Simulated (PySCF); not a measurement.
# C9H14O: the cost of one run

Programs: PySCF 2.14.0, with routines of our own; each step states its level. All values are computed. Atoms count from 0.

## 1. The system as given

24 atoms, charge 0, multiplicity 1; geometry from: GFN2-xTB.

## 2. Geometry optimisation at PBE0-D3(BJ)/def2-SVP

Job settings and geometry (Å):

```
{"job": {"xc": "PBE0", "basis": "def2-SVP", "d3": "d3bj", "grid": 2, "kind": "geom"}, "charge": 0, "multiplicity": 1}
O      2.495833    -0.622019    -1.641131
C      2.025122     0.273789    -0.978264
C      1.367203     0.111167     0.311995
C      0.609252     1.061695     0.886938
C     -0.127677     2.098394     0.130946
C     -1.472892     1.413330    -0.231641
C     -1.326891    -0.005003    -0.804897
C     -1.175627    -1.139103     0.239621
C      0.127819    -1.950910     0.178634
C      1.332857    -1.276009     0.871431
H      2.133972     1.325740    -1.310487
H      0.256544     0.897229     1.898475
H      0.385930     2.383731    -0.785538
H     -0.327108     2.992455     0.722472
H     -2.099222     1.373465     0.661724
H     -1.982872     2.042234    -0.964216
H     -0.486706    -0.025812    -1.500944
H     -2.224835    -0.204471    -1.394103
H     -1.296276    -0.735899     1.246254
H     -1.996351    -1.844292     0.089065
H      0.387759    -2.137091    -0.864132
H     -0.039881    -2.918918     0.656381
H      2.240132    -1.831747     0.637599
H      1.182178    -1.262191     1.951375
```

On the command line:

```sh
$ OMP_NUM_THREADS=1 python excited_run.py task.json out
```

The driver reads the jobs from task.json and runs them one after another.

Q: Estimate the wall time and peak memory of this first job on 1 thread of Arm Neoverse V2, shared host.

About 3.5 min, with a peak of 0.96 GiB.
